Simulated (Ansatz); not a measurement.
# GeH7NSi: basis-set convergence

The task here is to estimate one member of a computed series from the others.

The runs use Ansatz 0.2.0, Gaussian basis; one geometry, several basis sets.

Plan: PBE0-D4/def2-SVP; ωB97M-V/def2-SVP; PBE0-D4/def2-QZVPP; ωB97M-V/def2-QZVPP; the functionals' def2-TZVPP values are taken from earlier runs.

**The relaxed structure**

All runs share one geometry, relaxed beforehand with PBE0-D4 in a triple-zeta def2 set.

SMILES `N[SiH2][GeH3]`, 10 atoms, charge 0, spin multiplicity 1.

Atoms are counted from 1 here; the program's logs count them from 0.

Bond lengths: N1–Si2 1.723 Å, N1–H4 1.007 Å, N1–H5 1.008 Å, Si2–Ge3 2.379 Å, Si2–H6 1.487 Å, Si2–H7 1.496 Å, Ge3–H8 1.542 Å, Ge3–H9 1.538 Å, Ge3–H10 1.539 Å. Angles: Si2–N1–H4 119.8°, Si2–N1–H5 119.6°, H4–N1–H5 110.8°, N1–Si2–Ge3 108.4°, N1–Si2–H6 107.4°, N1–Si2–H7 115.7°, Ge3–Si2–H6 110.7°, Ge3–Si2–H7 107.9°, H6–Si2–H7 106.7°, Si2–Ge3–H8 110.4°, Si2–Ge3–H9 111.7°, Si2–Ge3–H10 111.0°, H8–Ge3–H9 107.7°, H8–Ge3–H10 107.6°, H9–Ge3–H10 108.4°.

The first run:

in.yaml

```yaml
crystal:
  periodic: [false, false, false]
  atoms:
    - {symbol: N, position_ang: [-1.527365, 0.524901, -0.780940]}
    - {symbol: Si, position_ang: [0.132513, 0.793358, -0.405774]}
    - {symbol: Ge, position_ang: [0.892585, -0.998424, 0.961775]}
    - {symbol: H, position_ang: [-1.819000, -0.364501, -1.153108]}
    - {symbol: H, position_ang: [-2.077401, 1.273325, -1.171901]}
    - {symbol: H, position_ang: [0.220210, 2.085428, 0.325748]}
    - {symbol: H, position_ang: [1.053761, 0.900133, -1.579815]}
    - {symbol: H, position_ang: [0.601844, -2.351616, 0.282978]}
    - {symbol: H, position_ang: [0.194158, -1.002799, 2.332003]}
    - {symbol: H, position_ang: [2.411795, -0.910906, 1.191933]}
basis:
  gaussian: {orbitals: def2-SVP}
hamiltonian: {xc: pbe0, dispersion: d4}
output: {orbitals: {seedname: orbitals}}
```

Command:

```
$ ansatz run in.yaml --threads 2 --pin off --events-out ev --progress --plain --max-ram 4352MiB
```

Steps of the session up to this table: PBE0-D4 in def2-SVP; ωB97M-V in def2-SVP; PBE0-D4 in def2-QZVPP; ωB97M-V in def2-QZVPP.

One table of the session follows, with a row left open; its other results are not shown here.

It belongs to the step «Density functionals: the series». 

| functional | basis | HOMO (eV) | LUMO (eV) |
| --- | --- | --- | --- |
| PBE0-D4 | def2-SVP | -7.15 | 0.38 |
| PBE0-D4 | def2-TZVPP | -7.34 | -0.02 |
| PBE0-D4 | def2-QZVPP | -7.37 | -0.17 |
| ωB97M-V | def2-SVP | -9.37 | 2.20 |
| ωB97M-V | def2-TZVPP | -9.56 | 1.59 |
| ωB97M-V | def2-QZVPP | ? | ? |

Estimate the missing values for ωB97M-V, def2-QZVPP.

The run gave: HOMO (eV): -9.59; LUMO (eV): 1.24. In the column «HOMO (eV)» it is the lowest.
